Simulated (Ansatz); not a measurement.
**C₂H₇GaSe: one species, many methods**

How much do the methods differ for C₂H₇GaSe? The plan is to run it at one geometry with functionals of several rungs and with coupled cluster. The yardstick is the atomisation energy at the CCSD(T) limit.

Computed with Ansatz 0.2.0, Gaussian basis. Level: functionals in def2-TZVPP, the program's frozen cores in correlated methods.

The runs, in order: LDA (SPW92), PBE-D4, revPBE-D4, BLYP-D4, r2SCAN-D4, B97M-V, PBE0-D4, B3LYP-D4, r2SCANh-D4, r2SCAN0-D4, HSE06-D4, BHLYP-D4, CAM-B3LYP-D4, LC-ωPBE, ωB97X-V, ωB97M-V, B2PLYP, PBE-QIDH; CCSD(T)/def2-SVP; CCSD(T)/def2-TZVPP; MP2/def2-QZVPP; extrapolation to the limit; RPA on PBE.

## 1. The geometry

An earlier PBE0-D4 in a triple-zeta def2 set relaxation fixed the geometry.

SMILES `[CH3][GaH][Se]C`, 11 atoms, charge 0, spin multiplicity 1.

Atoms are counted from 1 here; the program's logs count them from 0.

Bond lengths: C1–Ga2 1.965 Å, C1–H5 1.092 Å, C1–H6 1.090 Å, C1–H7 1.093 Å, Ga2–Se3 2.321 Å, Ga2–H8 1.565 Å, Se3–C4 1.961 Å, C4–H9 1.087 Å, C4–H10 1.088 Å, C4–H11 1.088 Å. Angles: Ga2–C1–H5 110.4°, Ga2–C1–H6 111.6°, Ga2–C1–H7 110.0°, H5–C1–H6 108.8°, H5–C1–H7 107.4°, H6–C1–H7 108.6°, C1–Ga2–Se3 118.4°, C1–Ga2–H8 126.8°, Se3–Ga2–H8 114.7°, Ga2–Se3–C4 100.0°, Se3–C4–H9 110.5°, Se3–C4–H10 106.7°, Se3–C4–H11 110.5°, H9–C4–H10 109.4°, H9–C4–H11 110.3°, H10–C4–H11 109.4°.

## 2. LDA

This LDA is Slater exchange with PW92 correlation.

File in.yaml:

```yaml
crystal:
  periodic: [false, false, false]
  atoms:
    - {symbol: C, position_ang: [-1.470780, 0.878736, 0.076502]}
    - {symbol: Ga, position_ang: [-0.603146, -0.234893, 1.443084]}
    - {symbol: Se, position_ang: [1.410151, -1.262376, 0.916671]}
    - {symbol: C, position_ang: [1.641570, -0.631506, -0.925277]}
    - {symbol: H, position_ang: [-1.632728, 0.302021, -0.837074]}
    - {symbol: H, position_ang: [-2.430515, 1.263210, 0.423190]}
    - {symbol: H, position_ang: [-0.828595, 1.724998, -0.180029]}
    - {symbol: H, position_ang: [-1.123463, -0.517625, 2.892125]}
    - {symbol: H, position_ang: [1.707658, 0.453681, -0.950327]}
    - {symbol: H, position_ang: [2.574700, -1.059321, -1.287260]}
    - {symbol: H, position_ang: [0.820547, -0.973826, -1.550905]}
basis:
  gaussian: {orbitals: def2-TZVPP}
hamiltonian: {xc: lda}
output: {orbitals: {seedname: orbitals}}
```

The runs that follow: PBE-D4 (GGA); revPBE-D4 (GGA); BLYP-D4 (GGA); r2SCAN-D4 (meta-GGA); B97M-V (meta-GGA); PBE0-D4 (hybrid); B3LYP-D4 (hybrid); r2SCANh-D4 (hybrid); r2SCAN0-D4 (hybrid); HSE06-D4 (hybrid); BHLYP-D4 (hybrid); CAM-B3LYP-D4 (range-separated); LC-ωPBE-D4 (range-separated); ωB97X-V (range-separated); ωB97M-V (range-separated); B2PLYP (double hybrid); PBE-QIDH (double hybrid); CCSD(T) in def2-SVP; CCSD(T) in def2-TZVPP; MP2 in def2-QZVPP; RPA on PBE orbitals.

**Question.** What will the summary of the whole plan be? Wanted: atomisation energy, CCSD(T)/CBS; farthest beyond LDA; mean size of error, GGA; mean size of error, meta-GGA; mean size of error, hybrid; mean size of error, range-separated; mean size of error, double hybrid; gap, smallest and largest; T1 diagnostic.

As calculated:

```
                               quantity                                                                                                                     value
        atomisation energy, CCSD(T)/CBS                                                                                                            876.6 kcal/mol
functionals within 8.8 kcal/mol (1.0 %)  PBE-D4, r2SCAN-D4, B97M-V, PBE0-D4, B3LYP-D4, r2SCANh-D4, r2SCAN0-D4, HSE06-D4, CAM-B3LYP-D4, ωB97X-V, ωB97M-V, PBE-QIDH
                    farthest beyond LDA                                                                                                 BHLYP-D4 (-22.9 kcal/mol)
                mean size of error, GGA                                                                                                             10.6 kcal/mol
           mean size of error, meta-GGA                                                                                                              1.3 kcal/mol
             mean size of error, hybrid                                                                                                              7.7 kcal/mol
    mean size of error, range-separated                                                                                                              5.5 kcal/mol
      mean size of error, double hybrid                                                                                                              9.9 kcal/mol
              gap, smallest and largest                                                                                 3.68 eV (LDA (SPW92)), 10.15 eV (LC-ωPBE)
                          T1 diagnostic                                                                                                                    0.0112
triples share of the correlation energy                                                                                                                     3.8 %
```

What this shows: LDA overbinds by 109.9 kcal/mol (13 %). PBE-D4 is off by +4.9 kcal/mol. Double hybrids carry the basis error of their MP2 part in triple zeta, and no dispersion term here, so their miss is partly the set-up's. The rungs meta-GGA, range-separated, hybrid miss on average by less than the doubt on the reference (8.8 kcal/mol), so they tie. The reference freezes the cores and leaves out relativity and excitations past (T), and its outer-core shells are covered unevenly, so misses under about 8.8 kcal/mol can't be ranked. All levels share the lack of spin-orbit coupling, which lowers the free heavy atoms and so the true binding. Hartree-Fock recovers 74 % of the binding; the rest is correlation. CCSD(T) in def2-SVP is off by -47.4 kcal/mol, more than most functionals: a good method in a small basis is no reference. Orbital gaps span 3.7 to 10.2 eV; exact exchange widens them. Correlated methods include outer-core shells of Ga, Se, which these sets cover unevenly.
